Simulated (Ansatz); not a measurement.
# GaH4: the cost of one run

Computed with Ansatz 0.2.0, Gaussian basis. Level: def2-QZVPP, all electrons in the functionals, frozen cores in the correlation of double hybrids and RPA.

Plan: PBE, BLYP, r2SCAN, B97M-V, PBE0, B3LYP, wB97M-V, B2PLYP, at charge 1, triplet; charge 0, doublet; charge 0, quartet; charge 1, singlet; charge 1, quintet (not every functional at every point).

8 further runs of the same task are left out: 8 set aside as unsound or not needed.

### Step 1. The system

The geometry is a PBE0/def2-TZVP stationary point (not a proven minimum). No spin-orbit coupling is included. The filled d shell of Ga may be among the frozen orbitals whatever the setting's name suggests; the logs give the count.

5 atoms, charge 1, spin multiplicity 3.

Atoms are counted from 1 here; the program's logs count them from 0.

Bond lengths: Ga1–H2 1.643 Å, Ga1–H3 1.643 Å, Ga1–H4 1.643 Å, Ga1–H5 1.643 Å. Angles: H2–Ga1–H3 69.0°, H2–Ga1–H4 132.8°, H2–Ga1–H5 132.8°, H3–Ga1–H4 132.8°, H3–Ga1–H5 132.8°, H4–Ga1–H5 69.0°.

No dispersion term is added; B97M-V, wB97M-V hold VV10 nonlocal correlation. B3LYP takes the VWN-RPA correlation.

The geometry shown and the zero of energy belong to the point charge 1, triplet. The yardstick, RCCSD(T), and other wave-function levels (R restricted, U unrestricted, valence and pair active spaces) come from earlier runs.

### Step 2. PBE, charge 1, triplet

Input file in.yaml:

```yaml
crystal:
  periodic: [false, false, false]
  atoms:
    - {symbol: Ga, position_ang: [0.000000, 0.000000, 0.000000]}
    - {symbol: H, position_ang: [0.652504, 0.664105, 1.353869]}
    - {symbol: H, position_ang: [-0.662515, -0.654094, 1.353881]}
    - {symbol: H, position_ang: [-0.654085, 0.652495, -1.358743]}
    - {symbol: H, position_ang: [0.664096, -0.662506, -1.349007]}
basis:
  gaussian: {orbitals: "def2-QZVPP.json"}
total_charge: 1
magnetization: {spin_polarized: true, initial_magnetization: 2}
hamiltonian: {xc: {name: PBE}}
output: {orbitals: {seedname: orbitals}}
```

Started as:

```
> ansatz run in.yaml --threads 1 --pin off --events-out ev --progress --plain --max-ram 2393MiB
```

**Question.** How long does this run take on 1 thread of Arm Neoverse N1, shared host?

About 7.5 s.
